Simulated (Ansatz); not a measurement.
## TaTl in Ansatz: the effect of functional

Crystal: TaTl.

```
Ta Tl
1.0
     3.62212    0.00000    0.00000
     0.00000    3.62212    0.00000
     0.00000    0.00000    3.62212
Ta Tl
1 1
Direct
  0.00000 0.00000 0.00000
  0.50000 0.50000 0.50000
```

The cell was built by a generator and needn't be a form met in nature.

Alike in all runs:

```yaml
Program: Ansatz 0.2.0
Task: band structure
Potentials_or_basis: Ansatz PAW
k_mesh: 7 × 7 × 7
Occupations: fermi-dirac, width 0.05 eV
Spin: no spin polarisation
```

| functional | cutoff | pressure (GPa) |
| --- | --- | --- |
| PBEsol | 420 eV (not typed: the program's choice for these potentials) | -17.8 |
| RPBE | 420 eV (not typed: the program's choice for these potentials) | -11.3 |
| revPBE | 420 eV (not typed: the program's choice for these potentials) | -11.9 |
| BLYP | 420 eV (not typed: the program's choice for these potentials) | ? |
| r2SCAN | 500 eV (not typed: the program's choice for these potentials) | -16.4 |

What does the run with functional BLYP give?

Pressure -8.1 GPa.

Caveats: the PAW data sets come from PBE, with cores solved anew for the run's functional, which leaves a small shift of forces and pressure.

Runs at the PBE level aren't shown here.
